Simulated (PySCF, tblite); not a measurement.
# C5H5F2O radical: geometry, infrared bands and EPR parameters

Wanted: the infrared bands and EPR parameters of C5H5F2O radical (`FC(F)[C]1CC=CO1`), by calculation.

Programs: tblite 0.8.0 and PySCF 2.14.0, with density-fitted response routines of our own. Each step states its level of theory. These are calculated values for one molecule in the gas phase, unless marked as measured. Atoms count from 0, in the outputs and in this text.

## (1) The molecule as given

13 atoms, charge 0, multiplicity 2; geometry from: force field or distance geometry start.

Bonds of the start (Å): F0–C1 1.39, C1–F2 1.38, C1–C3 1.50, C3–C4 1.49, C4–C5 1.49, C5–C6 1.32, C6–O7 1.41, O7–C3 1.41, C1–H8 1.13, C4–H9 1.12, C4–H10 1.11, C5–H11 1.10, C6–H12 1.11.

## (2) Geometry optimisation with GFN2-xTB

What the job is given:

```
{"job": {"kind": "relax", "xc": "GFN2-xTB", "basis": "xTB"}, "charge": 0, "multiplicity": 2}
F      1.607700    -1.327200    -0.483700
C      1.812600    -0.236000     0.351300
F      2.634400     0.723800    -0.214300
C      0.468200     0.360400     0.630500
C     -0.270600     0.833100    -0.574300
C     -1.545800     0.065800    -0.518800
C     -1.583100    -0.688600     0.564800
O     -0.401300    -0.517300     1.312500
H      2.349100    -0.552200     1.294900
H     -0.567000     1.910100    -0.442700
H      0.296300     0.680000    -1.517700
H     -2.366000     0.090800    -1.247100
H     -2.438800    -1.342200     0.826800
```

Run with:

```sh
$ OMP_NUM_THREADS=1 python probes_run.py task.json out
```

One launch serves the whole session: the jobs run in the order shown.

**Question.** This job is followed by: GFN2-xTB harmonic vibrations, gas phase; UKS B3LYP, pcH-1 on C F H O, non-relativistic, mean-field spin-orbit, GIAO. What will the session give for the following? strongest single infrared mode (GFN2-xTB); zero-point energy (GFN2-xTB); g(iso) (B3LYP); ⟨S²⟩; largest a(iso) (averaged by class); potential on the surface of density 0.002 e/bohr³, 1st and 99th percentile.

The runs gave:

| quantity | value |
| --- | --- |
| strongest single infrared mode (GFN2-xTB) | 882 cm⁻¹, 214 km/mol |
| zero-point energy (GFN2-xTB) | 55.4 kcal/mol |
| g(iso) (B3LYP) | 2.00299 |
| ⟨S²⟩ | 0.755 (exact 0.75) |
| largest a(iso) (averaged by class) | 19F on F0, F2, 152.4 MHz |
| potential on the surface of density 0.002 e/bohr³, 1st and 99th percentile | -1.04 V and 1.36 V |

Over 71 steps the energy fell by 0.660 eV; of the close pairs, C6–O7 changed most, 1.409 to 1.354 Å. All 33 modes are real, so the xTB geometry is a minimum. The strongest single mode, at 882 cm⁻¹, moves mainly C1. Unscaled tight-binding wavenumbers are off by several per cent, some by more. Its intensities can rank the bands wrongly. C3 carries the largest spin population, 0.79 e. The isotropic g lies 0.7 ppt above the free-electron value. The conformer search found further structures of the same energy, which may be mirror or relabelled copies of this one.
